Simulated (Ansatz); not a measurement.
# AlIn2N3: the cost of one run

Method: DFT PBE, scalar-relativistic, plane waves, PAW, in Ansatz 0.2.0.

## Step 1: The structure to begin with

Symmetry: R3m, No. 160, trigonal system. Conventional cell: a = 4.842 Å, b = 4.842 Å, c = 14.496 Å, α = 90.00°, β = 90.00°, γ = 120.00°. Around Al (site symmetry 3m) lie 3 N at 1.55 Å. Around In (site symmetry 3m) lie 3 In at 2.80 Å and 3 N at 2.88 Å and 3 Al at 3.19 Å. In (site symmetry 3m) has 3 In at 2.80 Å and 3 N at 2.90 Å and 3 Al at 3.09 Å as nearest neighbours. Around N (site symmetry m) lie 1 Al at 1.55 Å.

As a file:

```xyz
6
Lattice="2.4210 1.3978 4.8321 -2.4210 1.3978 4.8321 0.0000 -2.7956 4.8321" Properties=species:S:1:pos:R:3 pbc="T T T"
Al    0.0000    0.0000   12.8735
In    0.0000    0.0000    4.7416
In    0.0000    0.0000    9.3579
N     1.0915   -0.6302   11.9728
N     0.0000    1.2603   11.9728
N    -1.0915   -0.6302   11.9728
```

The cell is invented: random cell by space group and Wyckoff sites (R3m, No. 160). Its size is a rough estimate.

## Step 2: The guess as it stands, on a coarse mesh

The input, input.yaml:

```yaml
crystal:
  lattice:
    - [2.42103204, 1.3977835, 4.832135]
    - [-2.42103204, 1.3977835, 4.832135]
    - [0.0, -2.795567, 4.832135]
  atoms:
    - { symbol: Al, position: [0.88804964, 0.88804964, 0.88804964] }
    - { symbol: In, position: [0.32708949, 0.32708949, 0.32708949] }
    - { symbol: In, position: [0.64553173, 0.64553173, 0.64553173] }
    - { symbol: "N", position: [0.97619219, 0.52535748, 0.97619219] }
    - { symbol: "N", position: [0.97619219, 0.97619219, 0.52535748] }
    - { symbol: "N", position: [0.52535748, 0.97619219, 0.97619219] }
basis:
  ecutwfc: 420
kpoints:
  mp_grid: { grid: [6, 6, 6] }
hamiltonian:
  xc: pbe
scf:
  occupations: { method: gaussian, width: 0.1 }
  lower_state_search: "off"
output:
  forces: true
  stress: true
  eigenvalues: true
```

Run with:

```
> ansatz run input.yaml --threads 1 --pin off --max-ram 2560MiB --backend cpu --events-out ev --progress --plain --runs-dir out
```

**Question.** How long does this run take on 1 thread of Arm Neoverse V1, shared host, and how much memory does it need?

About 12 s, with a peak of 0.35 GiB.
